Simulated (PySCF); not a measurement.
# HfCl+: bond curves at several levels of theory

One job finds the state of HfCl+, follows it along the bond with each method and fits the curves.

Program: PySCF 2.14.0. Level of theory: Hf def2-TZVPPD with ECP60, Cl def2-TZVPPD, scalar-relativistic core potentials. These are calculated values, not measurements.

### 1 Set-up

A driver script around PySCF takes these settings:

```yaml
atoms: Hf, Cl
charge: 1
basis: Hf def2-TZVPPD with ECP60, Cl def2-TZVPPD
Hamiltonian: scalar-relativistic core potentials
basis_functions: 110
electrons_treated: 28
masses_in_u: 179.9465, 34.9689
levels: PBE0, PBE, r²SCAN, r²SCANh, BHandHLYP, LDA, BP86, TPSS, CAM-B3LYP, HF, MP2, SCS-MP2, CCSD, CCSD(T)
grid: 80 radial by 434 angular points
occupations: held fixed by the projection of orbital angular momentum
dissociation_limit: Hf+ + Cl, each in its ground configuration
starting_distance_in_angstrom: 2.470
values_of_2S_to_try: 0, 2, 4
```

On the command line:

```sh
OMP_NUM_THREADS=2 python dia.py task.json out
```

The runs that follow: The PBE0 curve of the state that the search chose; Higher solutions at PBE0; PBE (GGA); r²SCAN (meta-GGA); r²SCANh; BHandHLYP (global hybrid GGA); LDA; BP86 (GGA); TPSS; CAM-B3LYP; UHF (mean field); Adding correlation.

**Question.** What will these runs give? Wanted: for each run, Re; ωe; De; μ.

The runs gave:

Lowest PBE0 solution found, without spin–orbit coupling: ³Δ (triplet), unpaired electrons σ ↑, δ ↑. State 2 has its PBE0 minimum 0.24 eV higher. State 3 has its PBE0 minimum 0.72 eV higher, as a spin-mixed determinant (⟨S²⟩ = 1.00), so this is no gap between pure states. State 4 has its PBE0 minimum 0.81 eV higher. The other levels ran on the lowest alone.

```csv
level,Re (Å),ωe (cm⁻¹),De (eV),μ (D)
UHF,2.272,434,3.57,-4.93
UHF-MP2,2.229,455,4.82,n/a
UHF-SCS-MP2,2.240,448,4.55,n/a
UHF-CCSD,2.243,447,4.32,n/a
UHF-CCSD(T),2.243,446,4.43,n/a
LDA,2.208,454,5.61,-2.77
PBE,2.234,437,4.99,-3.06
BP86,2.237,435,4.90,-3.04
TPSS,2.241,437,4.92,-3.40
r²SCAN,2.233,444,5.00,-3.52
r²SCANh,2.231,447,4.92,-3.66
PBE0,2.226,448,4.84,-3.58
BHandHLYP,2.242,444,4.32,-4.08
CAM-B3LYP,2.237,445,4.48,-3.80
```

De is counted to Hf+ + Cl in their ground configurations. A positive dipole points from Hf to Cl; in an ion it is taken about the centre of mass and does not tell which atom is negative.

Differences from CCSD(T) in the same basis:

```csv
level,Re (mÅ),ωe (%)
UHF,+29,-2.7
UHF-MP2,-14,+1.9
UHF-SCS-MP2,-3,+0.5
UHF-CCSD,0,+0.3
LDA,-35,+1.8
PBE,-9,-2.1
BP86,-6,-2.4
TPSS,-2,-2.0
r²SCAN,-10,-0.4
r²SCANh,-12,+0.3
PBE0,-16,+0.5
BHandHLYP,-1,-0.4
CAM-B3LYP,-6,-0.2
```

What this shows: Against CCSD(T) in the same basis, the bond length is nearest at UHF-CCSD (0 mÅ) and farthest at LDA (-35 mÅ); the wavenumber is nearest at CAM-B3LYP (-0.2 %) and farthest at UHF (-2.7 %). Of the levels with a De here, UHF gives the least (3.57 eV) and LDA the most (5.61 eV).

Correlated steps freeze 5 core orbitals. Spin–orbit coupling is left out, which matters for elements this heavy, above all for dissociation energies. With d or f electrons several states lie close, and the lowest PBE0 determinant need not be the measured ground state. With spin–orbit coupling the term label itself may not hold.
